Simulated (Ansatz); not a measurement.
# MoSeO (1T monolayer (Janus) type, one sheet): testing the settings of Wannier runs

Which of these Wannier inputs for MoSeO (1T monolayer (Janus) type, one sheet) end well? Each is run as it stands.

Program: Ansatz 0.2.0. Level of theory: plane waves, PAW; the settings change from run to run, as each input shows. These are calculated values, not measurements.

2 further runs of the same task are left out: 2 that didn't finish.

## Step 1: The starting structure

Symmetry: P3m1, No. 156, trigonal system. Conventional cell: a = 3.120 Å, b = 3.120 Å, c = 29.714 Å, α = 90.00°, β = 90.00°, γ = 120.00°. Around Mo (site symmetry 3m) lie 3 O at 2.06 Å and 3 Se at 2.53 Å. O (site symmetry 3m) is surrounded by 3 Mo at 2.06 Å. Se (site symmetry 3m) is surrounded by 3 Mo at 2.53 Å.

As a file:

```
CELL_PARAMETERS angstrom
3.11953 0.00000 0.00000
-1.55976 2.70159 0.00000
0.00000 0.00000 29.71423
ATOMIC_POSITIONS crystal
Mo 0.00000 0.00000 0.31166
O 0.33333 0.66667 0.34529
Se 0.66667 0.33333 0.25171
```

Cell and atoms come from an earlier r2SCAN relaxation. No spin polarisation is used; should the compound be magnetic, its bands and low-energy spectrum would differ. The cell holds one sheet and vacuum, and is periodic in the plane alone; ε, where given, is a mean over the whole height of the cell, so ε₂ and ε₁ − 1 scale inversely with that height and aren't the sheet's own values.

## Step 2: Run 1

Contents of input.yaml:

```yaml
crystal:
  lattice:
    - [3.1195298631, 0.0, 0.0]
    - [-1.5597649316, 2.7015921093, 0.0]
    - [0.0, 0.0, 29.714225764]
  atoms:
    - { symbol: Mo, position: [0.0, 0.0, 0.3116551365] }
    - { symbol: O, position: [0.3333333333, 0.6666666667, 0.3452924614] }
    - { symbol: Se, position: [0.6666666667, 0.3333333333, 0.2517080815] }
  periodic: [true, true, false]
kpoints:
  mp_grid: { grid: [9, 9, 1] }
  band_path:
    path:
      - [0, 0, 0]
      - [0.5, 0, 0]
      - [0.3333333333333, 0.3333333333333, 0]
      - [0, 0, 0]
    npoints: 10
hamiltonian:
  xc: pbe
scf:
  occupations: { method: fermi_dirac, width: 0.02 }
  n_extra_bands: 6
output:
  forces: false
  stress: false
  eigenvalues: true
  wannier:
    kmesh: [6, 6, 1]
    projections:
      - { species: O, l: s, shell: 2 }
      - { species: O, l: p, shell: 2 }
      - { species: Se, l: s, shell: 4 }
      - { species: Se, l: p, shell: 4 }
    minimise: true
    write_hr: true
    conv_tol: 1.0e-08
    max_iter: 3000
```

The log of the run, shortened:

```text
scf.n_extra_bands = 6 over 18 filled bands (N_el = 36.0): the run solves 24 bands
[...]
Pseudopotentials: kind: paw
Pseudopotential: Mo, paw, valence charge 14, recommended cutoff 420 eV (normal), Mo.paw.azcp
Pseudopotential: O, paw, valence charge 6, recommended cutoff 420 eV (normal), O.paw.azcp
Pseudopotential: Se, paw, valence charge 16, recommended cutoff 420 eV (normal), Se.paw.azcp
Functional definition: PBE
[...]
Crystal: 3 atoms, lattice volume = 250.422 Å³
Basis set: ecut = 420 eV, 4851 PW (Γ)
Bands: 24, of which v1, the nominal top of the filled ones, is band 18 counted from 1 (17 counted from 0)
Symmetry: 6 space group operations
Space group: P3m1 (ITA 156), of the structure as read, at distance tolerance 6.3e-5 Å
k-points: 12 of 81 (time reversal used)
[...]
SCF iter   1: F=—  HF=-10992.804510 eV  |F-HF|=—  |Δ(HF+E_count)|=         —  Δρ=3.78e-3  dr2=3.50e-2  ethr=1.77e-3  ⟨swp⟩=15.2  Hψ=2412  notcnv=0
[...]
SCF iter   7: F=-10992.803689 eV  HF=-10992.803689 eV  |F-HF|=6.93e-9  |Δ(HF+E_count)|=   7.74e-8  Δρ=2.81e-6  dr2=3.15e-8  ethr=2.78e-10  ⟨swp⟩=8.8  Hψ=1281  notcnv=0
[...]
NSCF: frozen V_eff on 31 k-points, pencils in batches of 32, up to order 108
NSCF: frozen V_eff on 10 k-points, pencils in batches of 32, up to order 96
WARN: eigensolver did not converge (k=0): 4 band(s) unlocked after 20 sweeps at ethr=1.01e-12 eV (storage-precision floor; scheduled 1.00e-12 eV) (lowest unlocked band 20, counted from 0; max residual 1.50e-1 eV among the unlocked bands, 1.50e-1 eV over every band; other slots of this [...]
WARN: eigensolver did not converge in 10 slots of this pass, the one above among them; of largest residual over every band (k=1): 4 band(s) unlocked (lowest unlocked band 20, counted from 0; max residual 3.26e-1 eV among the unlocked bands, 3.26e-1 eV over every band); of lowest unlocked [...]
the Wannier pass solved 10 of the 36 points of its mesh, and has the states at the others by symmetry: states obtained by the crystal's operations at points that were solved too leave a residual of 2.10e-13 eV (read by the count's bands and the next), within 8.33e-6 eV
NSCF: frozen V_eff on 10 k-points, pencils in batches of 32, up to order 120
the Wannier pass solved 10 of the 36 points of its mesh, and has the states at the others by symmetry: states obtained by the crystal's operations at points that were solved too leave a residual of 2.20e-13 eV (read by the count's bands and the next), within 8.33e-6 eV
SCF converged after 7 iterations
Free energy (F): -10992.803689 eV
[...]
E sigma→0 (E₀):  -10992.803228 eV
Entropy (-TS):   -0.000922 eV (-0.307 meV/atom)
Fermi energy:    -4.887866 eV
[...]
--- Band table (eV; the first three rows and the last of 12) ---
  k-point 0: bands = ["-66.9807", "-53.3304", "-53.3304", "-53.2714", "-53.2714", "-53.2509", "-41.0760", "-40.8840", "-40.8840", "-24.3334", "-20.1063", "-11.5982", "-10.8779", "-10.8779", "-8.9417", "-5.6357", "-5.6357", "-4.9810", "-4.9810", "-4.8498", "-1.4295 (-1.4299°)", "-1.0678", [...]
  ° read free of the cell's end (the report's vacuum.weakly_bound_levels)
Wannier search: line search 1 of at most 3000: gauge-dependent spread (as the search counts it) 3.1201974 Å², largest recent change 6.1e-1 Å² and fall left 4.9e-2 Å² against conv_tol 1.0e-8 Å², 0 stops escaped
```

Wall time 9.7 s (1 × NVIDIA H100 80GB HBM3 with 2 threads of AMD EPYC 7R13 (Zen 3), shared host); peak host memory 1.2 GiB.

The run ended, but the log doubts its result. The cause: the eigensolver left some bands unconverged. The analysis is set aside.

## Step 3: Run 2

Edit input.yaml of step 2 so:

```diff
@@ -29,3 +29,3 @@
   wannier:
-    kmesh: [6, 6, 1]
+    kmesh: [12, 12, 1]
     projections:
@@ -39 +39,5 @@
     max_iter: 3000
+  write_density: true
+  write_potential: true
+  elf: true
+  volumetric_format: npy
```

The log of the run, shortened:

```text
scf.n_extra_bands = 6 over 18 filled bands (N_el = 36.0): the run solves 24 bands
[...]
[... 5 set-up lines as earlier in the session ...]
[...]
Crystal: 3 atoms, lattice volume = 250.422 Å³
Basis set: ecut = 420 eV, 4851 PW (Γ)
Bands: 24, of which v1, the nominal top of the filled ones, is band 18 counted from 1 (17 counted from 0)
[... 2 set-up lines as earlier in the session ...]
k-points: 12 of 81 (time reversal used)
[...]
SCF iter   1: F=—  HF=-10992.804510 eV  |F-HF|=—  |Δ(HF+E_count)|=         —  Δρ=3.78e-3  dr2=3.50e-2  ethr=1.77e-3  ⟨swp⟩=15.2  Hψ=2412  notcnv=0
[...]
SCF iter   7: F=-10992.803689 eV  HF=-10992.803689 eV  |F-HF|=6.93e-9  |Δ(HF+E_count)|=   7.74e-8  Δρ=2.81e-6  dr2=3.15e-8  ethr=2.78e-10  ⟨swp⟩=8.8  Hψ=1281  notcnv=0
[...]
NSCF: frozen V_eff on 31 k-points, pencils in batches of 32, up to order 108
NSCF: frozen V_eff on 21 k-points, pencils in batches of 32, up to order 96
[...]
WARN: eigensolver did not converge (k=0): 4 band(s) unlocked after 20 sweeps at ethr=1.01e-12 eV (storage-precision floor; scheduled 1.00e-12 eV) (lowest unlocked band 20, counted from 0; max residual 1.50e-1 eV among the unlocked bands, 1.50e-1 eV over every band; other slots of this [...]
WARN: eigensolver did not converge in 21 slots of this pass, the one above among them; of largest residual over every band (k=2): 3 band(s) unlocked (lowest unlocked band 20, counted from 0; max residual 2.01e-1 eV among the unlocked bands, 2.01e-1 eV over every band); of lowest unlocked [...]
the Wannier pass solved 21 of the 144 points of its mesh, and has the states at the others by symmetry: states obtained by the crystal's operations at points that were solved too leave a residual of 1.54e-13 eV (read by the count's bands and the next), within 5.56e-6 eV
NSCF: frozen V_eff on 21 k-points, pencils in batches of 32, up to order 120
the Wannier pass solved 21 of the 144 points of its mesh, and has the states at the others by symmetry: states obtained by the crystal's operations at points that were solved too leave a residual of 1.18e-13 eV (read by the count's bands and the next), within 5.56e-6 eV
WARN: The output density's exchange-correlation potential varies sharply where the density is thin. Do not read a vacuum level from v_tot or v_xc, or from such a field of the output density. On a cell that repeats whose density bears no net charge and no dipole along the vacuum's axis use [...]
SCF converged after 7 iterations
Free energy (F): -10992.803689 eV
[...]
E sigma→0 (E₀):  -10992.803228 eV
Entropy (-TS):   -0.000922 eV (-0.307 meV/atom)
Fermi energy:    -4.887866 eV
[...]
--- Band table (eV; the first three rows and the last of 12) ---
[... band rows left out ...]
[...]
  ° read free of the cell's end (the report's vacuum.weakly_bound_levels)
Wannier search: line search 1 of at most 3000: gauge-dependent spread (as the search counts it) 3.1535127 Å², largest recent change 6.4e-1 Å² and fall left 2.4e-2 Å² against conv_tol 1.0e-8 Å², 0 stops escaped
```

It took 13 s on 1 × NVIDIA H100 80GB HBM3 with 2 threads of AMD EPYC 7R13 (Zen 3), shared host; peak host memory 1.2 GiB.

The run ended, but the log doubts its result. The cause: the eigensolver left some bands unconverged. The analysis is set aside.

## Step 4: Run 3

Edit input.yaml of step 3 so:

```diff
@@ -29,8 +29,4 @@
   wannier:
-    kmesh: [12, 12, 1]
-    projections:
-      - { species: O, l: s, shell: 2 }
-      - { species: O, l: p, shell: 2 }
-      - { species: Se, l: s, shell: 4 }
-      - { species: Se, l: p, shell: 4 }
+    kmesh: [6, 6, 1]
+    projections: [{ species: O, l: p, shell: 2 }, { species: Se, l: p, shell: 4 }]
     minimise: true
@@ -39,5 +35 @@
     max_iter: 3000
-  write_density: true
-  write_potential: true
-  elf: true
-  volumetric_format: npy
```

The log of the run, shortened:

```text
scf.n_extra_bands = 6 over 18 filled bands (N_el = 36.0): the run solves 24 bands
[...]
[... 5 set-up lines as earlier in the session ...]
[...]
Crystal: 3 atoms, lattice volume = 250.422 Å³
Basis set: ecut = 420 eV, 4851 PW (Γ)
Bands: 24, of which v1, the nominal top of the filled ones, is band 18 counted from 1 (17 counted from 0)
[... 2 set-up lines as earlier in the session ...]
k-points: 12 of 81 (time reversal used)
[...]
SCF iter   1: F=—  HF=-10992.804510 eV  |F-HF|=—  |Δ(HF+E_count)|=         —  Δρ=3.78e-3  dr2=3.50e-2  ethr=1.77e-3  ⟨swp⟩=15.2  Hψ=2412  notcnv=0
[...]
SCF iter   7: F=-10992.803689 eV  HF=-10992.803689 eV  |F-HF|=6.93e-9  |Δ(HF+E_count)|=   7.74e-8  Δρ=2.81e-6  dr2=3.15e-8  ethr=2.78e-10  ⟨swp⟩=8.8  Hψ=1281  notcnv=0
[...]
WARN: eigensolver did not converge (k=0): 4 band(s) unlocked after 20 sweeps at ethr=1.01e-12 eV (storage-precision floor; scheduled 1.00e-12 eV) (lowest unlocked band 20, counted from 0; max residual 1.50e-1 eV among the unlocked bands, 1.50e-1 eV over every band; other slots of this [...]
WARN: eigensolver did not converge in 10 slots of this pass, the one above among them; of largest residual over every band (k=1): 4 band(s) unlocked (lowest unlocked band 20, counted from 0; max residual 3.26e-1 eV among the unlocked bands, 3.26e-1 eV over every band); of lowest unlocked [...]
the Wannier pass solved 10 of the 36 points of its mesh, and has the states at the others by symmetry: states obtained by the crystal's operations at points that were solved too leave a residual of 2.10e-13 eV (read by the count's bands and the next), within 8.33e-6 eV
NSCF: frozen V_eff on 10 k-points, pencils in batches of 32, up to order 112
the Wannier pass solved 10 of the 36 points of its mesh, and has the states at the others by symmetry: states obtained by the crystal's operations at points that were solved too leave a residual of 1.35e-13 eV (read by the count's bands and the next), within 8.33e-6 eV
SCF converged after 7 iterations
Free energy (F): -10992.803689 eV
[...]
E sigma→0 (E₀):  -10992.803228 eV
Entropy (-TS):   -0.000922 eV (-0.307 meV/atom)
Fermi energy:    -4.887866 eV
[...]
--- Band table (eV; the first three rows and the last of 12) ---
[... band rows left out ...]
[...]
  ° read free of the cell's end (the report's vacuum.weakly_bound_levels)
Wannier search: line search 1 of at most 3000: gauge-dependent spread (as the search counts it) 0.6637390 Å², largest recent change 7.4e-2 Å² and fall left 1.3e-4 Å² against conv_tol 1.0e-8 Å², 0 stops escaped
```

Run time: 4.6 s. Hardware: 1 × NVIDIA H100 80GB HBM3 with 2 threads of AMD EPYC 7R13 (Zen 3), shared host; peak host memory 1.2 GiB.

The run ended, but the log doubts its result. The cause: the eigensolver left some bands unconverged. The analysis is set aside.

## Step 5: Run 4

Edit input.yaml of step 4 so:

```diff
@@ -23,3 +23,3 @@
   occupations: { method: fermi_dirac, width: 0.02 }
-  n_extra_bands: 6
+  n_extra_bands: 12
 output:
@@ -30,3 +30,9 @@
     kmesh: [6, 6, 1]
-    projections: [{ species: O, l: p, shell: 2 }, { species: Se, l: p, shell: 4 }]
+    projections:
+      - { species: O, l: s, shell: 2 }
+      - { species: O, l: p, shell: 2 }
+      - { species: Se, l: s, shell: 4 }
+      - { species: Se, l: p, shell: 4 }
+      - { species: Mo, l: s, shell: 5 }
+      - { species: Mo, l: p, shell: 5 }
     minimise: true
@@ -35 +41,6 @@
     max_iter: 3000
+    disentanglement: { window: [-30.88, 11.12], frozen_window: [-12.88, -3.38] }
+  write_density: true
+  write_potential: true
+  elf: true
+  volumetric_format: npy
```

The log of the run, shortened:

```text
Mo: the file doesn't list 5p, so it is added from the neutral free atom; the dataset's partial waves leave at most 1.8e-3 of an orbital's norm unspanned inside its sphere
scf.n_extra_bands = 12 over 18 filled bands (N_el = 36.0): the run solves 30 bands
[...]
[... 5 set-up lines as earlier in the session ...]
[...]
Crystal: 3 atoms, lattice volume = 250.422 Å³
Basis set: ecut = 420 eV, 4851 PW (Γ)
Bands: 30, of which v1, the nominal top of the filled ones, is band 18 counted from 1 (17 counted from 0)
[... 2 set-up lines as earlier in the session ...]
k-points: 12 of 81 (time reversal used)
[...]
SCF iter   1: F=—  HF=-10992.804438 eV  |F-HF|=—  |Δ(HF+E_count)|=         —  Δρ=3.78e-3  dr2=3.49e-2  ethr=1.77e-3  ⟨swp⟩=12.9  Hψ=2887  notcnv=0  defer=17
[...]
SCF iter   7: F=-10992.803689 eV  HF=-10992.803689 eV  |F-HF|=1.44e-8  |Δ(HF+E_count)|=   1.03e-7  Δρ=3.11e-6  dr2=3.29e-8  ethr=2.78e-10  ⟨swp⟩=19.1  Hψ=2485  notcnv=0
[...]
WARN: eigensolver did not converge (k=3): 3 band(s) unlocked after 2 eigensolves, warm-restarted (20 sweeps on the last) at ethr=1.07e-12 eV (storage-precision floor; scheduled 1.00e-12 eV) (lowest unlocked band 27, counted from 0; max residual 4.82e-4 eV among the unlocked bands, 4.82e-4 [...]
WARN: eigensolver did not converge in 2 slots of this pass, the one above among them; of largest residual over every band (k=3): 3 band(s) unlocked (lowest unlocked band 27, counted from 0; max residual 4.82e-4 eV among the unlocked bands, 4.82e-4 eV over every band); of lowest unlocked [...]
NSCF: frozen V_eff on 10 k-points
the Wannier pass solved 10 of the 36 points of its mesh, and has the states at the others by symmetry: states obtained by the crystal's operations at points that were solved too leave a residual of 9.76e-13 eV (read by the count's bands and the next), within 8.33e-6 eV
NSCF: frozen V_eff on 10 k-points
the Wannier pass solved 10 of the 36 points of its mesh, and has the states at the others by symmetry: states obtained by the crystal's operations at points that were solved too leave a residual of 8.57e-13 eV (read by the count's bands and the next), within 8.33e-6 eV
WARN: The output density's exchange-correlation potential varies sharply where the density is thin. Do not read a vacuum level from v_tot or v_xc, or from such a field of the output density. On a cell that repeats whose density bears no net charge and no dipole along the vacuum's axis use [...]
SCF converged after 7 iterations
Free energy (F): -10992.803689 eV
[...]
E sigma→0 (E₀):  -10992.803228 eV
Entropy (-TS):   -0.000922 eV (-0.307 meV/atom)
Fermi energy:    -4.887843 eV
[...]
--- Band table (eV; the first three rows and the last of 12) ---
[...]
  ° read free of the cell's end (the report's vacuum.weakly_bound_levels)
Wannier search: line search 1 of at most 3000: gauge-dependent spread (as the search counts it) 35.9728729 Å², largest recent change 6.4e0 Å² and fall left 1.9e0 Å² against conv_tol 1.0e-8 Å², 0 stops escaped
```

Run time: 56 s. Hardware: 1 × NVIDIA H100 80GB HBM3 with 2 threads of AMD EPYC 7R13 (Zen 3), shared host; peak host memory 1.2 GiB.

The run ended, but the log doubts its result. The cause: the eigensolver left some bands unconverged. The analysis is set aside.

## Step 6: Run 5

Edit input.yaml of step 5 so:

```diff
@@ -23,3 +23,3 @@
   occupations: { method: fermi_dirac, width: 0.02 }
-  n_extra_bands: 12
+  n_extra_bands: 6
 output:
@@ -31,8 +31,5 @@
     projections:
-      - { species: O, l: s, shell: 2 }
+      - { species: Mo, l: d, shell: 4 }
       - { species: O, l: p, shell: 2 }
-      - { species: Se, l: s, shell: 4 }
       - { species: Se, l: p, shell: 4 }
-      - { species: Mo, l: s, shell: 5 }
-      - { species: Mo, l: p, shell: 5 }
     minimise: true
@@ -41,6 +38 @@
     max_iter: 3000
-    disentanglement: { window: [-30.88, 11.12], frozen_window: [-12.88, -3.38] }
-  write_density: true
-  write_potential: true
-  elf: true
-  volumetric_format: npy
```

The log of the run, shortened:

```text
scf.n_extra_bands = 6 over 18 filled bands (N_el = 36.0): the run solves 24 bands
[...]
[... 5 set-up lines as earlier in the session ...]
[...]
Crystal: 3 atoms, lattice volume = 250.422 Å³
Basis set: ecut = 420 eV, 4851 PW (Γ)
Bands: 24, of which v1, the nominal top of the filled ones, is band 18 counted from 1 (17 counted from 0)
[... 2 set-up lines as earlier in the session ...]
k-points: 12 of 81 (time reversal used)
[...]
SCF iter   1: F=—  HF=-10992.804510 eV  |F-HF|=—  |Δ(HF+E_count)|=         —  Δρ=3.78e-3  dr2=3.50e-2  ethr=1.77e-3  ⟨swp⟩=15.2  Hψ=2412  notcnv=0
[...]
SCF iter   7: F=-10992.803689 eV  HF=-10992.803689 eV  |F-HF|=6.93e-9  |Δ(HF+E_count)|=   7.74e-8  Δρ=2.81e-6  dr2=3.15e-8  ethr=2.78e-10  ⟨swp⟩=8.8  Hψ=1281  notcnv=0
[...]
NSCF: frozen V_eff on 31 k-points, pencils in batches of 32, up to order 108
NSCF: frozen V_eff on 10 k-points, pencils in batches of 32, up to order 96
[...]
WARN: eigensolver did not converge (k=0): 4 band(s) unlocked after 20 sweeps at ethr=1.01e-12 eV (storage-precision floor; scheduled 1.00e-12 eV) (lowest unlocked band 20, counted from 0; max residual 1.50e-1 eV among the unlocked bands, 1.50e-1 eV over every band; other slots of this [...]
WARN: eigensolver did not converge in 10 slots of this pass, the one above among them; of largest residual over every band (k=1): 4 band(s) unlocked (lowest unlocked band 20, counted from 0; max residual 3.26e-1 eV among the unlocked bands, 3.26e-1 eV over every band); of lowest unlocked [...]
the Wannier pass solved 10 of the 36 points of its mesh, and has the states at the others by symmetry: states obtained by the crystal's operations at points that were solved too leave a residual of 2.10e-13 eV (read by the count's bands and the next), within 8.33e-6 eV
NSCF: frozen V_eff on 10 k-points
the Wannier pass solved 10 of the 36 points of its mesh, and has the states at the others by symmetry: states obtained by the crystal's operations at points that were solved too leave a residual of 6.60e-13 eV (read by the count's bands and the next), within 8.33e-6 eV
SCF converged after 7 iterations
Free energy (F): -10992.803689 eV
[...]
E sigma→0 (E₀):  -10992.803228 eV
Entropy (-TS):   -0.000922 eV (-0.307 meV/atom)
Fermi energy:    -4.887866 eV
[...]
--- Band table (eV; the first three rows and the last of 12) ---
[... band rows left out ...]
[...]
  ° read free of the cell's end (the report's vacuum.weakly_bound_levels)
Wannier search: line search 1 of at most 3000: gauge-dependent spread (as the search counts it) 0.8138299 Å², largest recent change 2.9e-1 Å² and fall left 2.9e-4 Å² against conv_tol 1.0e-8 Å², 0 stops escaped
WARN: <dir> 28 periodic images of 28 elements of H(R) lie 4.88e-4 to 1.95e-3 Å beyond their element's nearest image, near the 9.77e-4 Å window within which an element is shared among its images; whether they share it moves the interpolated H(k) by 1.5e-2 eV (Frobenius norm, root mean [...]
```

Run time: 39 s. Hardware: 1 × NVIDIA H100 80GB HBM3 with 2 threads of AMD EPYC 7R13 (Zen 3), shared host; peak host memory 1.1 GiB.

The run ended, but the log doubts its result. The cause: the eigensolver left some bands unconverged. The analysis is set aside.

## Step 7: How the runs ended

```tsv
run	settings	ended	fault	time
1	PBE, 8 functions, 6×6×1	ended with warnings	the eigensolver left some bands unconverged	9.7 s
2	PBE, 8 functions, 12×12×1	ended with warnings	the eigensolver left some bands unconverged	13 s
3	PBE, 6 functions, 6×6×1	ended with warnings	the eigensolver left some bands unconverged	4.6 s
4	PBE, 12 functions, 6×6×1, window -30.88 to 11.12 eV, frozen -12.88 to -3.38 eV	ended with warnings	the eigensolver left some bands unconverged	56 s
5	PBE, 11 functions, 6×6×1	ended with warnings	the eigensolver left some bands unconverged	39 s
```

5 ended with warnings. No run passed without a fault or warning, so no result is quoted.
